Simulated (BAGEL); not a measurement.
# ZnBH3O (SMILES [BH2][Zn][OH]): RI-MP2/cc-pVDZ (density fitting with qzvpp-jkfit)

What is the energy change on altering one bond length of ZnBH3O at RI-MP2/cc-pVDZ (density fitting with qzvpp-jkfit)? 

The results are computed with BAGEL 1.2.2.

4 further runs of the same task are left out: 4 that didn't finish. Runs told in other sessions of the task aren't counted.

## Step 1: Starting point

ZnBH3O has 6 atoms, charge 0, and is taken as a singlet. As SMILES, `[BH2][Zn][OH]`. The coordinates come from a PBE0-D4/def2-TZVP relaxation.

Bond lengths: B1–Zn2 2.036 Å, Zn2–O3 1.783 Å, B1–H4 1.197 Å, B1–H5 1.197 Å, O3–H6 0.958 Å. Angles: B1–Zn2–O3 176.1°, Zn2–B1–H4 122.1°, Zn2–B1–H5 121.9°, Zn2–O3–H6 118.1°, H4–B1–H5 116.0°.

## Step 2: A single-point energy at RI-MP2/cc-pVDZ (density fitting with qzvpp-jkfit)

Input file input.json:

```json
{ "bagel": [

{
  "title": "molecule",
  "basis": "cc-pvdz.json",
  "df_basis": "qzvpp-jkfit",
  "angstrom": "true",
  "geometry": [
    { "atom": "B", "xyz": [      -1.105600,       0.409400,      -0.906500 ] },
    { "atom": "Zn", "xyz": [       0.421100,      -0.026500,       0.368400 ] },
    { "atom": "O", "xyz": [       1.765400,      -0.289800,       1.510000 ] },
    { "atom": "H", "xyz": [      -1.663900,      -0.437200,      -1.543000 ] },
    { "atom": "H", "xyz": [      -1.498500,       1.529200,      -1.064800 ] },
    { "atom": "H", "xyz": [       2.081400,      -1.185100,       1.636000 ] }
  ]
},

{ "title": "hf", "charge": 0 },

{ "title": "mp2", "charge": 0, "ncore": 7 }

]}
```

The basis set cc-pVDZ is read from a file made from the Basis Set Exchange's data (not shown).

The run is started by

```sh
$ BAGEL_NUM_THREADS=1 BAGEL input.json > input.out
```

Standard output:

```text
* using 1 threads per process

  ===============================================================
  ===============================================================

  *** Geometry ***

  { "atom" : "B", "xyz" : [     -2.089281,      0.773654,     -1.713037 ] },
  { "atom" : "Zn", "xyz" : [      0.795764,     -0.050078,      0.696175 ] },
  { "atom" : "O", "xyz" : [      3.336123,     -0.547643,      2.853486 ] },
  { "atom" : "H", "xyz" : [     -3.144315,     -0.826188,     -2.915847 ] },
  { "atom" : "H", "xyz" : [     -2.831755,      2.889769,     -2.012180 ] },
  { "atom" : "H", "xyz" : [      3.933276,     -2.239514,      3.091592 ] },

  Number of auxiliary basis functions:      470

  Since a DF basis is specified, we compute 2- and 3-index integrals:
    o Being stored without compression. Storage requirement is 0.028 GB

  Number of basis functions:       86
  Number of electrons      :       46

    * METHOD: MOLECULE                             0.29

  *** RHF ***

  === Nuclear Repulsion ===
   145.2752206503

      * DIIS with orbital gradients will be used.

  === RHF iteration (cc-pvdz.json) ===
      0      -1878.87085960          0.01848585           0.06
      1      -1878.96179994          0.01749458           0.06
      2      -1879.10743374          0.00162720           0.06
      3      -1879.10898200          0.00113070           0.06
      4      -1879.10940406          0.00021198           0.06
      5      -1879.10943464          0.00004622           0.06
      6      -1879.10943762          0.00001556           0.06
      7      -1879.10943795          0.00000428           0.06
      8      -1879.10943797          0.00000181           0.06
      9      -1879.10943797          0.00000084           0.06
     10      -1879.10943797          0.00000063           0.06
     11      -1879.10943797          0.00000017           0.06
     12      -1879.10943797          0.00000005           0.06
     13      -1879.10943797          0.00000002           0.06
     14      -1879.10943797          0.00000001           0.06
    * SCF iteration converged.

    * Permanent dipole moment:
           (    0.385932,     0.480776,     0.422018) a.u.

    * METHOD: HF                                   1.20

  *** RHF ***

  === Nuclear Repulsion ===
   145.2752206503

      * DIIS with orbital gradients will be used.

  === RHF iteration (cc-pvdz.json) ===
      0      -1879.10943797          0.00000000           0.06
    * SCF iteration converged.

    * Permanent dipole moment:
           (    0.385932,     0.480776,     0.422018) a.u.

  === DF-MP2 calculation ===

    * freezing 7 orbitals
    * 3-index integral transformation done
    * assembly done

      MP2 correlation energy:   -0.9213748595      0.05

      MP2 total energy:       -1880.0308128283

    * METHOD: MP2                                  0.19

  ===============================================================
```

Run time: 1.8 s. Hardware: 1 thread of Arm Neoverse V1, shared host; peak memory 0.12 GiB.

## Step 3: The distorted shape at the same level

Input file input.json:

```json
{ "bagel": [

{
  "title": "molecule",
  "basis": "cc-pvdz.json",
  "df_basis": "qzvpp-jkfit",
  "angstrom": true,
  "geometry": [
    { "atom": "B", "xyz": [      -0.909136,      -0.150539,      -0.827345 ] },
    { "atom": "Zn", "xyz": [       0.617564,      -0.586439,       0.447555 ] },
    { "atom": "O", "xyz": [       1.961864,      -0.849739,       1.589155 ] },
    { "atom": "H", "xyz": [      -1.467436,      -0.997139,      -1.463845 ] },
    { "atom": "H", "xyz": [      -1.498500,       1.529200,      -1.064800 ] },
    { "atom": "H", "xyz": [       2.277864,      -1.745039,       1.715155 ] }
  ]
},

{ "title": "hf" },

{ "title": "mp2", "ncore": 7 }

]}
```

The basis set cc-pVDZ is read from a file made from the Basis Set Exchange's data (not shown).

The run is started by

```sh
$ BAGEL_NUM_THREADS=1 BAGEL input.json > input.out
```

Standard output:

```text
* using 1 threads per process

  ===============================================================
  ===============================================================

  *** Geometry ***

  { "atom" : "B", "xyz" : [     -1.718018,     -0.284477,     -1.563455 ] },
  { "atom" : "Zn", "xyz" : [      1.167027,     -1.108209,      0.845756 ] },
  { "atom" : "O", "xyz" : [      3.707386,     -1.605774,      3.003068 ] },
  { "atom" : "H", "xyz" : [     -2.773052,     -1.884320,     -2.766266 ] },
  { "atom" : "H", "xyz" : [     -2.831755,      2.889769,     -2.012180 ] },
  { "atom" : "H", "xyz" : [      4.304539,     -3.297646,      3.241173 ] },

  Number of auxiliary basis functions:      470

  Since a DF basis is specified, we compute 2- and 3-index integrals:
    o Being stored without compression. Storage requirement is 0.028 GB

  Number of basis functions:       86
  Number of electrons      :       46

    * METHOD: MOLECULE                             0.29

  *** RHF ***

  === Nuclear Repulsion ===
   143.5728979832

      * DIIS with orbital gradients will be used.

  === RHF iteration (cc-pvdz.json) ===
      0      -1878.79305338          0.01853783           0.07
      1      -1878.88235440          0.01809237           0.06
      2      -1879.03750002          0.00170607           0.06
      3      -1879.03979419          0.00108857           0.06
      4      -1879.04022826          0.00025854           0.06
      5      -1879.04027808          0.00005120           0.06
      6      -1879.04028230          0.00001502           0.06
      7      -1879.04028265          0.00000373           0.06
      8      -1879.04028267          0.00000137           0.06
      9      -1879.04028268          0.00000060           0.06
     10      -1879.04028268          0.00000037           0.06
     11      -1879.04028268          0.00000017           0.06
     12      -1879.04028268          0.00000004           0.06
     13      -1879.04028268          0.00000001           0.06
     14      -1879.04028268          0.00000001           0.06
    * SCF iteration converged.

    * Permanent dipole moment:
           (    0.147725,     0.971511,     0.294359) a.u.

    * METHOD: HF                                   1.21

  *** RHF ***

  === Nuclear Repulsion ===
   143.5728979832

      * DIIS with orbital gradients will be used.

  === RHF iteration (cc-pvdz.json) ===
      0      -1879.04028268          0.00000000           0.06
    * SCF iteration converged.

    * Permanent dipole moment:
           (    0.147725,     0.971512,     0.294359) a.u.

  === DF-MP2 calculation ===

    * freezing 7 orbitals
    * 3-index integral transformation done
    * assembly done

      MP2 correlation energy:   -0.9231996643      0.05

      MP2 total energy:       -1879.9634823411

    * METHOD: MP2                                  0.19

  ===============================================================
```

It took 1.8 s on 1 thread of Arm Neoverse V1, shared host; peak memory 0.12 GiB.

## Step 4: Results

Level: RI-MP2/cc-pVDZ (density fitting with qzvpp-jkfit), 7 core orbitals frozen.

| quantity | value |
| --- | --- |
| first shape: total energy | -1880.03081 Eh |
| first shape: correlation energy (7 core orbitals frozen) | -921.4 mEh |
| distorted shape: total energy | -1879.96348 Eh |
| distorted shape: correlation energy (7 core orbitals frozen) | -923.2 mEh |
| energy change with the B1–H5 bond stretched from 1.197 to 1.796 Å | 1.832 eV |

What this shows: With the B1–H5 bond stretched from 1.197 to 1.796 Å the energy rises by 1.83 eV (177 kJ/mol). The first shape isn't relaxed at this level, so the change isn't measured from a minimum.
